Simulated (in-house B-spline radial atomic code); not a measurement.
# Ir²²⁺: excited configurations in jj coupling

How much energy does it take to promote electrons of Ir²²⁺ to other shells? Each configuration is solved by itself and compared with the reference.

Method: Dirac-Hartree-Fock, average of configuration, Fermi nucleus, basis-set limit. Code: in-house B-spline radial atomic code version 1.

## 1. The atom as given

- element: iridium (Z = 77)
- charge: +22
- electrons: 55
- configuration: 1s2 2s2 2p6 3s2 3p6 3d10 4s2 4p6 4d10 4f-6 4f+3
- Hamiltonian: Dirac-Coulomb
- nucleus: Fermi, rms radius 5.403 fm

In configurations, a minus sign after the shell means j = l − 1/2 and a plus sign j = l + 1/2; the count of electrons follows.

Settings, as recorded:

```ini
Z = 77
electrons = 55.0
configuration = 1s2 2s2 2p6 3s2 3p6 3d10 4s2 4p6 4d10 4f-6 4f+3
hamiltonian = dirac
method = hf
spin_polarised = False
nucleus = fermi
rms_radius = 5.4032
mass_number = 193
atomic_mass = 192.962923753
speed_of_light = 137.035999084
```

The reference is known from an earlier run: -17648.591073 hartree in all. Up to eight levels, counted from the top:

| orbital | occupation | energy (eV) | <r> (bohr) |
| --- | --- | --- | --- |
| 3d5/2 | 6 | -2695.35 | 0.1746 |
| 4s1/2 | 2 | -1302.52 | 0.4154 |
| 4p1/2 | 2 | -1191.49 | 0.4171 |
| 4p3/2 | 4 | -1094.82 | 0.4454 |
| 4d3/2 | 4 | -913.53 | 0.4478 |
| 4d5/2 | 6 | -885.61 | 0.4578 |
| 4f5/2 | 6 | -657.32 | 0.4537 |
| 4f7/2 | 3 | -649.95 | 0.4589 |

## 2. Run with 1s2 2s2 2p6 3s2 3p6 3d10 4s2 4p6 4d10 4f+8 8d+1

Settings, as recorded:

```ini
Z = 77
electrons = 55.0
configuration = 1s2 2s2 2p6 3s2 3p6 3d10 4s2 4p6 4d10 4f+8 8d+1
hamiltonian = dirac
method = hf
spin_polarised = False
nucleus = fermi
rms_radius = 5.4032
mass_number = 193
atomic_mass = 192.962923753
speed_of_light = 137.035999084
```

## 3. Run with 1s2 2s2 2p6 3s2 3p6 3d10 4s2 4p6 4d-4 4d+5 4f-6 4f+3 6d+1

The settings differ from step 2 so:

```diff
@@ -2,3 +2,3 @@
 electrons = 55.0
-configuration = 1s2 2s2 2p6 3s2 3p6 3d10 4s2 4p6 4d10 4f+8 8d+1
+configuration = 1s2 2s2 2p6 3s2 3p6 3d10 4s2 4p6 4d-4 4d+5 4f-6 4f+3 6d+1
 hamiltonian = dirac
```

## 4. Run with 1s2 2s2 2p6 3s2 3p6 3d10 4s2 4p6 4d-4 4d+5 4f-1 4f+8 5d+1

The settings differ from step 3 so:

```diff
@@ -2,3 +2,3 @@
 electrons = 55.0
-configuration = 1s2 2s2 2p6 3s2 3p6 3d10 4s2 4p6 4d-4 4d+5 4f-6 4f+3 6d+1
+configuration = 1s2 2s2 2p6 3s2 3p6 3d10 4s2 4p6 4d-4 4d+5 4f-1 4f+8 5d+1
 hamiltonian = dirac
```

## 5. 1s2 2s2 2p6 3s2 3p6 3d10 4s2 4p6 4d-3 4d+6 4f-4 4f+5 5g-1

The settings differ from step 4 so:

```diff
@@ -2,3 +2,3 @@
 electrons = 55.0
-configuration = 1s2 2s2 2p6 3s2 3p6 3d10 4s2 4p6 4d-4 4d+5 4f-1 4f+8 5d+1
+configuration = 1s2 2s2 2p6 3s2 3p6 3d10 4s2 4p6 4d-3 4d+6 4f-4 4f+5 5g-1
 hamiltonian = dirac
```

## 6. Configuration 1s2 2s2 2p6 3s2 3p6 3d10 4s2 4p6 4d-3 4d+6 4f-5 4f+4 6s1

The settings differ from step 5 so:

```diff
@@ -2,3 +2,3 @@
 electrons = 55.0
-configuration = 1s2 2s2 2p6 3s2 3p6 3d10 4s2 4p6 4d-3 4d+6 4f-4 4f+5 5g-1
+configuration = 1s2 2s2 2p6 3s2 3p6 3d10 4s2 4p6 4d-3 4d+6 4f-5 4f+4 6s1
 hamiltonian = dirac
```

Q: How far above the reference does each configuration lie (order and size, in eV)?

**Answer**, as computed:

| net move | configuration | energy above the reference (eV) | with Breit, QED, recoil (eV) | largest <r> (bohr) |
| --- | --- | --- | --- | --- |
| 4d5/2, 5×4f5/2 → 5×4f7/2, 5d5/2 | 1s2 2s2 2p6 3s2 3p6 3d10 4s2 4p6 4d-4 4d+5 4f-1 4f+8 5d+1 | 461.53 | 460.58 | 0.950 |
| 6×4f5/2 → 5×4f7/2, 8d5/2 | 1s2 2s2 2p6 3s2 3p6 3d10 4s2 4p6 4d10 4f+8 8d+1 | 522.34 | 521.78 | 3.15 |
| 4d3/2, 4f5/2 → 4f7/2, 6s | 1s2 2s2 2p6 3s2 3p6 3d10 4s2 4p6 4d-3 4d+6 4f-5 4f+4 6s1 | 561.48 | 560.89 | 1.35 |
| 4d5/2 → 6d5/2 | 1s2 2s2 2p6 3s2 3p6 3d10 4s2 4p6 4d-4 4d+5 4f-6 4f+3 6d+1 | 600.25 | 599.90 | 1.56 |
| 4d3/2, 2×4f5/2 → 2×4f7/2, 5g7/2 | 1s2 2s2 2p6 3s2 3p6 3d10 4s2 4p6 4d-3 4d+6 4f-4 4f+5 5g-1 | 619.07 | 617.96 | 1.11 |

**Reading.** The lowest of them is 4d5/2, 5×4f5/2 → 5×4f7/2, 5d5/2 at 461.53 eV and the highest 4d3/2, 2×4f5/2 → 2×4f7/2, 5g7/2 at 619.07 eV. Two partly filled shells share a symmetry and can mix in the average, which may lower the energy, for: 4d5/2, 5×4f5/2 → 5×4f7/2, 5d5/2; 4d5/2 → 6d5/2. These are averages over configurations, without correlation, not spectroscopic levels.
